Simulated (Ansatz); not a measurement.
# C6H8Si: how energies converge with the basis set

The task here is to estimate one member of a computed series from the others.

Computed with Ansatz 0.2.0, Gaussian basis. Level: one geometry, several basis sets.

Levels to be run: PBE0-D4/def2-SVP; ωB97M-V/def2-SVP; PBE0-D4/def2-QZVPP; ωB97M-V/def2-QZVPP; the functionals' def2-TZVPP values are taken from earlier runs.

## Structure used throughout

All runs share one geometry, relaxed beforehand with PBE0-D4 in a triple-zeta def2 set.

SMILES `[SiH3]c1ccccc1`, 15 atoms, charge 0, spin multiplicity 1.

Atoms are counted from 1 here; the program's logs count them from 0.

Bond lengths: Si1–C2 1.867 Å, Si1–H8 1.487 Å, Si1–H9 1.487 Å, Si1–H10 1.489 Å, C2–C3 1.396 Å, C2–C7 1.396 Å, C3–C4 1.386 Å, C3–H11 1.086 Å, C4–C5 1.387 Å, C4–H12 1.084 Å, C5–C6 1.387 Å, C5–H13 1.084 Å, C6–C7 1.386 Å, C6–H14 1.084 Å, C7–H15 1.086 Å. Angles: C2–Si1–H8 109.9°, C2–Si1–H9 109.8°, C2–Si1–H10 111.3°, H8–Si1–H9 109.6°, H8–Si1–H10 108.1°, H9–Si1–H10 108.1°, Si1–C2–C3 120.9°, Si1–C2–C7 120.9°, C3–C2–C7 118.2°, C2–C3–C4 121.0°, C2–C3–H11 119.9°, C4–C3–H11 119.1°, C3–C4–C5 120.0°, C3–C4–H12 119.9°, C5–C4–H12 120.1°, C4–C5–C6 119.9°, C4–C5–H13 120.1°, C6–C5–H13 120.1° and more.

The first run:

in.yaml reads:

```yaml
crystal:
  periodic: [false, false, false]
  atoms:
    - {symbol: Si, position_ang: [-0.316045, 0.438446, 2.405872]}
    - {symbol: C, position_ang: [-0.066153, 0.115966, 0.583861]}
    - {symbol: C, position_ang: [0.880399, -0.810530, 0.143323]}
    - {symbol: C, position_ang: [1.047380, -1.073221, -1.207759]}
    - {symbol: C, position_ang: [0.268644, -0.409446, -2.144086]}
    - {symbol: C, position_ang: [-0.674292, 0.517606, -1.725439]}
    - {symbol: C, position_ang: [-0.837715, 0.777021, -0.373325]}
    - {symbol: H, position_ang: [-0.775558, 1.837555, 2.613175]}
    - {symbol: H, position_ang: [0.959820, 0.217772, 3.137356]}
    - {symbol: H, position_ang: [-1.342036, -0.474514, 2.980286]}
    - {symbol: H, position_ang: [1.501700, -1.333164, 0.864107]}
    - {symbol: H, position_ang: [1.789012, -1.794937, -1.531174]}
    - {symbol: H, position_ang: [0.399628, -0.611670, -3.201131]}
    - {symbol: H, position_ang: [-1.281558, 1.042239, -2.454464]}
    - {symbol: H, position_ang: [-1.575226, 1.510076, -0.061202]}
basis:
  gaussian: {orbitals: def2-SVP}
hamiltonian: {xc: pbe0, dispersion: d4}
output: {orbitals: {seedname: orbitals}}
```

On the command line:

```console
ansatz run in.yaml --threads 4 --pin off --events-out ev --progress --plain --max-ram 11315MiB
```

Among the steps run: PBE0-D4 in def2-SVP; ωB97M-V in def2-SVP; PBE0-D4 in def2-QZVPP; ωB97M-V in def2-QZVPP.

One table of the session follows, with a row left open; its other results are not shown here.

It belongs to the step «Functionals by basis». 

```
functional       basis  HOMO (eV)
   PBE0-D4    def2-SVP      -7.39
   PBE0-D4  def2-TZVPP          ?
   PBE0-D4  def2-QZVPP      -7.43
   ωB97M-V    def2-SVP      -9.44
   ωB97M-V  def2-TZVPP      -9.48
   ωB97M-V  def2-QZVPP      -9.48
```

Estimate the missing values for PBE0-D4, def2-TZVPP.

The run gave: HOMO (eV): -7.41. In the column «HOMO (eV)» it lies between PBE0-D4, def2-QZVPP (-7.43) and PBE0-D4, def2-SVP (-7.39).
